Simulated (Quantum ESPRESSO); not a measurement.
Ta3AsAu2O13 in Quantum ESPRESSO: the effect of functional

Crystal: Ta3AsAu2O13.

```
Ta As Au O
1.0
     5.72385   -0.00745   -0.00403
     1.30279    6.25499    0.00561
     0.27574    1.30074    8.36754
Ta As Au O
3 1 2 13
Direct
  0.21713 0.30521 0.58431
  0.03325 0.11123 0.99855
  0.58248 0.62145 0.50482
  0.58707 0.89691 0.83049
  0.58004 0.09228 0.18613
  0.04485 0.82077 0.44682
  0.66201 0.69726 0.71088
  0.51632 0.13418 0.69625
  0.85098 0.88773 0.91932
  0.34466 0.87003 0.94651
  0.73015 0.29240 0.03095
  0.24622 0.21809 0.11075
  0.12900 0.09398 0.49104
  0.48032 0.38887 0.43499
  0.05966 0.26685 0.78594
  0.93330 0.53240 0.45645
  0.49975 0.85161 0.34971
  0.25256 0.62988 0.62473
  0.91878 0.95175 0.22636
```

The cell was built by a generator and needn't be a form met in nature.

Alike in all runs:

```yaml
Program: Quantum ESPRESSO 7.5
Task: band structure
Potentials_or_basis: SG15 PBE 1.2
Cutoff: 1197 eV
Density_cutoff: 4789 eV
k_mesh: 4 × 4 × 3
Occupations: fermi-dirac, width 0.05 eV
Spin: no spin polarisation
```

```tsv
functional	gap on the mesh (eV)	pressure (GPa)	largest force (eV/Å)
LDA	1.22	-8.3	0.94
PBEsol	1.24	-4.5	0.51
r2SCAN	?	?	?
```

**Question.** What does the run with functional r2SCAN give?

**Answer.** gap on the mesh 1.50 eV; pressure -6.5 GPa; largest force 0.75 eV/Å.

Caveats: the potentials were made for another functional, which shifts forces and pressure; spin-orbit coupling is left out, which moves the levels of the heavy elements.

Runs at the PBE level aren't shown here.
